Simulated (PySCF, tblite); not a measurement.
# CH₇Ge₂O radical: geometry, infrared bands and EPR parameters

Wanted: the infrared bands and EPR parameters of CH₇Ge₂O radical (`C[O][GeH2][GeH2]`), by calculation.

Programs: tblite 0.8.0 and PySCF 2.14.0, with density-fitted response routines of our own. Each step states its level of theory. These are calculated values for one molecule in the gas phase, unless marked as measured. Atoms are numbered from 0 throughout.

### Step 1. The starting structure

11 atoms, charge 0, multiplicity 2; geometry from: force field or distance geometry start.

Bonds of the start (Å): C0–O1 1.40, O1–Ge2 1.82, Ge2–Ge3 2.39, C0–H4 1.11, C0–H5 1.10, C0–H6 1.11, Ge2–H7 1.54, Ge2–H8 1.55, Ge3–H9 1.53, Ge3–H10 1.55.

### Step 2. Geometry optimisation with GFN2-xTB

The job: settings as JSON, then the geometry in Å.

```
{"job": {"kind": "relax", "xc": "GFN2-xTB", "basis": "xTB"}, "charge": 0, "multiplicity": 2}
C     -1.437800     0.836100     0.105000
O     -0.899200     0.224100    -1.036100
Ge     0.166500    -1.131100    -0.454000
Ge     2.230700    -0.239600     0.344300
H     -2.092000     1.675300    -0.222400
H     -0.658600     1.267500     0.755300
H     -2.087300     0.135500     0.674000
H      0.449900    -2.079300    -1.638500
H     -0.541800    -1.928800     0.672100
H      2.922900     0.548900    -0.775400
H      1.952100     0.694200     1.549800
```

The run is started by

```console
> OMP_NUM_THREADS=1 python probes_run.py task.json out
```

One launch serves the whole session: the jobs run in the order shown.

The log of the run:

```text
step      E/eV     max force
  0    -369.75084    1.255
  1    -369.81151    1.013
  2    -369.89819    0.949
  3    -369.95417    0.908
  4    -370.01382    0.611
  5    -370.04873    0.475
  6    -370.07756    0.548
  7    -370.09696    0.473
  8    -370.10979    0.315
  9    -370.11762    0.292
 10    -370.12414    0.235
 11    -370.13183    0.282
 12    -370.14314    0.386
 13    -370.15520    0.367
 14    -370.16258    0.212
 15    -370.16721    0.148
 16    -370.17090    0.144
 17    -370.17377    0.178
 18    -370.17695    0.158
 19    -370.17948    0.105
 20    -370.18116    0.107
 21    -370.18242    0.112
 22    -370.18388    0.123
 23    -370.18558    0.112
 24    -370.18697    0.092
 25    -370.18788    0.072
 26    -370.18861    0.077
 27    -370.18941    0.085
 28    -370.19029    0.087
 29    -370.19117    0.091
 30    -370.19200    0.087
 31    -370.19268    0.065
 32    -370.19316    0.051
 33    -370.19347    0.049
 34    -370.19371    0.045
 35    -370.19397    0.040
 36    -370.19425    0.045
 37    -370.19457    0.053
 38    -370.19496    0.058
 39    -370.19545    0.071
 40    -370.19598    0.060
 41    -370.19639    0.055
 42    -370.19664    0.039
 43    -370.19685    0.046
 44    -370.19710    0.060
 45    -370.19735    0.050
 46    -370.19753    0.038
 47    -370.19764    0.043
 48    -370.19775    0.039
 49    -370.19786    0.036
 50    -370.19800    0.044
 51    -370.19813    0.042
 52    -370.19824    0.033
 53    -370.19832    0.022
 54    -370.19837    0.017
 55    -370.19840    0.017
 56    -370.19843    0.017
 57    -370.19847    0.017
 58    -370.19852    0.020
 59    -370.19858    0.024
 60    -370.19868    0.030
 61    -370.19883    0.035
 62    -370.19904    0.035
 63    -370.19926    0.036
 64    -370.19947    0.040
 65    -370.19965    0.035
 66    -370.19979    0.036
 67    -370.19991    0.033
 68    -370.20000    0.027
 69    -370.20007    0.023
 70    -370.20015    0.022
 71    -370.20023    0.023
 72    -370.20030    0.030
 73    -370.20035    0.020
 74    -370.20039    0.016
 75    -370.20044    0.014
 76    -370.20047    0.016
 77    -370.20051    0.016
 78    -370.20054    0.016
 79    -370.20060    0.021
 80    -370.20069    0.025
 81    -370.20078    0.025
 82    -370.20085    0.019
 83    -370.20089    0.016
 84    -370.20093    0.019
 85    -370.20098    0.021
 86    -370.20105    0.028
 87    -370.20115    0.036
 88    -370.20132    0.042
 89    -370.20163    0.063
 90    -370.20212    0.079
 91    -370.20268    0.091
 92    -370.20237    0.098
 93    -370.20327    0.050
 94    -370.20339    0.037
 95    -370.20354    0.033
 96    -370.20378    0.036
 97    -370.20401    0.033
 98    -370.20429    0.025
 99    -370.20440    0.063
100    -370.20462    0.043
101    -370.20473    0.027
102    -370.20479    0.019
103    -370.20489    0.014
104    -370.20496    0.016
105    -370.20505    0.019
106    -370.20507    0.087
107    -370.20490    0.089
108    -370.20523    0.042
109    -370.20530    0.037
110    -370.20542    0.029
111    -370.20552    0.024
112    -370.20571    0.034
113    -370.20595    0.052
114    -370.20624    0.048
115    -370.20638    0.078
116    -370.20649    0.040
117    -370.20669    0.036
118    -370.20712    0.035
119    -370.20731    0.059
120    -370.20758    0.032
121    -370.20769    0.022
122    -370.20771    0.010
```

Run time: 0.32 s. Hardware: 1 thread of AMD EPYC 9B45, shared host.

The steps of the relaxation: (not every step is listed)

```
step  energy from step 0 (eV)  largest force (eV/Å)
   0                   0.0000                1.2552
   1                  -0.0607                1.0129
   2                  -0.1474                0.9493
   3                  -0.2033                0.9076
   4                  -0.2630                0.6113
   5                  -0.2979                0.4746
   6                  -0.3267                0.5484
   7                  -0.3461                0.4728
   8                  -0.3589                0.3146
  18                  -0.4261                0.1579
  28                  -0.4395                0.0871
  38                  -0.4441                0.0578
  48                  -0.4469                0.0393
  58                  -0.4477                0.0201
  68                  -0.4492                0.0267
  78                  -0.4497                0.0162
  88                  -0.4505                0.0424
  98                  -0.4535                0.0252
 108                  -0.4544                0.0424
 117                  -0.4558                0.0356
 118                  -0.4563                0.0351
 119                  -0.4565                0.0586
 120                  -0.4567                0.0324
 121                  -0.4569                0.0223
 122                  -0.4569                0.0097
```

Distances of close pairs at the start and the end, largest changes first:

```
   bond  before (Å)  after (Å)  change (Å)
Ge2–Ge3       2.386      2.485      +0.099
 O1–Ge2       1.820      1.771      -0.048
 Ge3–H9       1.534      1.571      +0.037
Ge3–H10       1.550      1.578      +0.028
 Ge2–H7       1.544      1.521      -0.022
  C0–H4       1.113      1.092      -0.021
  C0–H6       1.112      1.093      -0.019
  C0–H5       1.103      1.094      -0.009
```

The final coordinates are the input of the step that follows.

### Step 3. Infrared spectrum with GFN2-xTB

The job: settings as JSON, then the geometry in Å.

```
{"job": {"kind": "ir", "xc": "GFN2-xTB", "basis": "xTB"}, "charge": 0, "multiplicity": 2}
C     -1.367027     0.956846     0.068339
O     -0.858511    -0.007296    -0.816836
Ge     0.276868    -1.319830    -0.462874
Ge     2.399927    -0.382934     0.425946
H     -2.277231     1.361546    -0.378915
H     -0.651757     1.772132     0.207777
H     -1.611588     0.530282     1.044566
H      0.192274    -1.966960    -1.836922
H     -0.460679    -2.259560     0.524658
H      2.547428     0.906889    -0.459299
H      1.815720     0.411555     1.657596
```

The log of the run:

```text
mode    cm-1     km/mol
  1      47.2      5.00
  2      56.6      0.94
  3      80.8      1.89
  4     115.3      9.49
  5     183.3      4.02
  6     194.5      1.55
  7     268.4     22.05
  8     441.2     15.52
  9     451.9     53.02
 10     485.2     91.92
 11     606.2     35.76
 12     640.7    207.09
 13     768.2    527.80
 14     870.1    276.64
 15    1061.2     75.09
 16    1129.2      4.97
 17    1140.3      7.65
 18    1413.3      2.91
 19    1477.0      5.35
 20    1480.2     18.31
 21    1522.7    469.63
 22    1598.3    336.49
 23    1643.3   1029.95
 24    1829.3    643.11
 25    2932.6     34.52
 26    2941.4     28.89
 27    2970.0     24.91
```

Wall time 0.14 s (1 thread of AMD EPYC 9B45, shared host).

The strongest bands and the atoms that carry them (share of the mass-weighted mode):

```csv
cm⁻¹,km/mol,atoms
485,91.9,"H10 46 %, H9 29 %, O1 12 %"
641,207.1,"H7 69 %, H8 22 %"
768,527.8,"H7 50 %, H8 47 %"
870,276.6,"H10 49 %, H9 48 %"
1523,469.6,"H10 57 %, H9 36 %"
1598,336.5,"H8 81 %, H10 12 %"
1643,1030.0,"H9 61 %, H10 29 %"
1829,643.1,H7 91 %
```

### Step 4. EPR parameters: B3LYP/def2-TZVP-core+pcH-1

The job, as its differences from that of step 3:

```diff
@@ -1,2 +1,2 @@
-{"job": {"kind": "ir", "xc": "GFN2-xTB", "basis": "xTB"}, "charge": 0, "multiplicity": 2}
+{"job": {"kind": "epr", "basis": "pcH-1"}, "charge": 0, "multiplicity": 2}
 C     -1.367027     0.956846     0.068339
```

Level: UKS B3LYP, def2-TZVP-core on Ge, pcH-1 on C H O, non-relativistic, mean-field spin-orbit, GIAO.

The log of the run:

```text
UKS, coarse grid
  cycle   1  E = -4271.42065360  |g| = 1.92e+00
  cycle   2  E = -4270.11666911  |g| = 2.03e+00
  cycle   3  E = -4271.07087415  |g| = 1.20e+00
  cycle   4  E = -4271.62453580  |g| = 2.42e-01
  cycle   5  E = -4271.63491545  |g| = 1.36e-01
  cycle   6  E = -4271.63987581  |g| = 1.46e-02
  cycle   7  E = -4271.63995163  |g| = 6.89e-03
  cycle   8  E = -4271.63997368  |g| = 2.18e-03
  cycle   9  E = -4271.63997498  |g| = 7.95e-04
UKS, final grid
  cycle   1  E = -4271.63993904  |g| = 5.51e-04
  cycle   2  E = -4271.63993905  |g| = 6.93e-04
  cycle   3  E = -4271.63993921  |g| = 9.66e-05
  cycle   4  E = -4271.63993922  |g| = 5.37e-05
  cycle   5  E = -4271.63993922  |g| = 3.56e-05
  cycle   6  E = -4271.63993922  |g| = 1.82e-05
E = -4271.63993922 Eh   <S^2> = 0.7531 (exact 0.7500)
g shifts (ppm)      1          2          3
  rmc          -170       -170       -170
  gc             -1         -5          0
  oz_so        1879      22144      31127
  total        1708      21970      30958
hyperfine (MHz)  atom isotope    a_iso     a_fc   dipolar eigenvalues
    0   13C      -0.61      -0.63     -0.65     -0.33      0.98
    1   17O      -8.29      -7.75    -32.91     16.13     16.78
    2  73Ge     -39.52     -40.06    -11.37      5.10      6.27
    3  73Ge    -221.90    -224.18    -59.17     28.84     30.32
    4    1H       5.63       5.64     -1.36     -0.72      2.08
    5    1H       3.61       3.62     -2.12     -0.59      2.70
    6    1H      -0.02      -0.03     -1.67     -0.48      2.15
    7    1H       9.27       9.27     -1.69     -0.77      2.46
    8    1H      27.44      27.44     -1.79     -0.46      2.24
    9    1H      58.15      57.93     -7.05      0.92      6.13
   10    1H      46.52      46.29     -7.16      1.29      5.87
```

Run time: 1.8 min. Hardware: 1 thread of AMD EPYC 9B45, shared host; peak memory 1.4 GiB.

Principal g values 2.00403, 2.02429, 2.03328; g(iso) = 2.02053, against 2.00232 for a free electron.

Mean a(iso) over the nuclei that a row names, and the largest dipolar term of the row (other rows stand at the frozen geometry):

```csv
nuclei,isotope,a(iso) (MHz),"a(iso) (G, at g = 2.0023)",largest dipolar term (MHz)
Ge3,73Ge,-221.9,-79.2,-59.2
"H9, H10",1H,52.3,18.7,-7.2
Ge2,73Ge,-39.5,-14.1,-11.4
"H7, H8",1H,18.4,6.5,2.5
O1,17O,-8.3,-3.0,-32.9
"H4, H5, H6",1H,3.1,1.1,2.7
C0,13C,-0.6,-0.2,1.0
```

Mulliken spin populations:

| atom | value (e) |
| --- | --- |
| C0 | 0.00 |
| O1 | 0.09 |
| Ge2 | 0.07 |
| Ge3 | 0.77 |
| H4 | 0.00 |
| H5 | 0.01 |
| H6 | 0.00 |
| H7 | 0.01 |
| H8 | 0.02 |
| H9 | 0.03 |
| H10 | 0.02 |

In first order the couplings over 0.8 MHz of 1H give 36 distinct lines over 53.7 G, if the averaged nuclei exchange fast; the same motion can average rows kept apart here too.

Orbitals, density, ELF and potential are computed afterwards from the orbital file.

ELF in a plane through or near 4 of the atoms.

Values, 10 rows by 14 columns:
```
0.00 0.00 0.00 0.00 0.00 0.00 0.00 0.00 0.00 0.00 0.00 0.00 0.00 0.00
0.00 0.00 0.00 0.00 0.00 0.00 0.00 0.00 0.00 0.00 0.00 0.00 0.00 0.00
0.00 0.00 0.01 0.02 0.04 0.04 0.01 0.00 0.13 0.08 0.00 0.00 0.00 0.00
0.01 0.16 0.37 0.32 0.33 0.19 0.04 0.10 0.99 0.94 0.07 0.01 0.00 0.00
0.07 0.78 0.81 0.35 0.65 0.23 0.06 0.03 0.72 0.24 0.88 0.94 0.14 0.00
0.03 0.71 0.88 0.58 0.45 0.75 0.24 0.62 0.76 0.41 0.80 0.91 0.08 0.00
0.00 0.04 0.31 0.34 0.45 0.33 0.53 0.17 0.76 0.37 0.01 0.02 0.00 0.00
0.00 0.00 0.00 0.01 0.10 0.59 0.53 0.17 0.03 0.01 0.00 0.00 0.00 0.00
0.00 0.00 0.00 0.00 0.04 0.32 0.27 0.06 0.00 0.00 0.00 0.00 0.00 0.00
0.00 0.00 0.00 0.00 0.00 0.00 0.00 0.00 0.00 0.00 0.00 0.00 0.00 0.00
```
The map spans 10.4 Å across and 9.9 Å up, centred on the molecule. Atoms in the plane (x, y in Å): C0 (1.6, 0.4), Ge2 (-0.7, -1.2), Ge3 (-2.4, 0.6), H5 (1.2, 1.4).

log10 of the density (e/Å³) in the same plane.

Ten even steps from ' ' (-4.0) to '@' (2.0):
```
                                                        
                                                        
                                                        
        ......::::::::......  ........                  
      ..::::::--------::::....::::::::....              
......::----==========----::----======--::::..          
..::::----====++++++====------==++++++==--::::..        
..::--====++********++==----==++******++++==--::..      
..::--==++++##@@@@##++++======++**####****++==--::..    
..::--==++++##%%%%**++++++==++++**##%%##****====::..    
..::----==++++******************##******++++==--::..    
..::::--====++++++****##%%****####**++======--::..      
  ....::----====++++##@@@@##******++==----::::..        
      ..::::----==++****##**++++====--::....            
        ....::----==++++++++====----::..                
            ..::----========----::....                  
            ..::::------------::....                    
              ....::::::::::::..                        
                  ............                          
                                                        
```
The map spans 10.4 Å across and 9.9 Å up, centred on the molecule. Atoms in the plane (x, y in Å): C0 (1.6, 0.4), Ge2 (-0.7, -1.2), Ge3 (-2.4, 0.6), H5 (1.2, 1.4).

On the surface of density 0.002 e/bohr³ the electrostatic potential runs, from the 1st to the 99th percentile, from -1.32 V near O1 to 1.10 V near Ge2.

The spin density lies nearest to Ge3 62 %; Ge2 9 %; O1 9 %; H9, H10 about 8 % each.

### Step 5. Summary of results

| quantity | value |
| --- | --- |
| strongest single infrared mode (GFN2-xTB) | 1643 cm⁻¹, 1030 km/mol |
| zero-point energy (GFN2-xTB) | 40.5 kcal/mol |
| g(iso) (B3LYP) | 2.02053 |
| ⟨S²⟩ | 0.753 (exact 0.75) |
| largest a(iso) (averaged by class) | 73Ge on Ge3, -221.9 MHz |
| potential on the surface of density 0.002 e/bohr³, 1st and 99th percentile | -1.32 V and 1.10 V |

Relaxing lowered the energy by 0.457 eV in 122 steps; the close pair that moved most is Ge2–Ge3, from 2.386 to 2.485 Å. No mode is imaginary among the 27: a minimum at this level. The strongest single mode, at 1643 cm⁻¹, moves mainly H9. GFN2-xTB is a fitted tight-binding method: band positions and strengths are rough. Its intensities can rank the bands wrongly. Ge3 carries the largest spin population, 0.77 e. The isotropic g lies 18.2 ppt above the free-electron value. The hyperfine terms hold no scalar relativity, which the heavier nuclei need. These values are for one conformer; the search (at its own cheap level) found 1 more, at 0.97 kcal/mol, and measured spectra average over such forms.
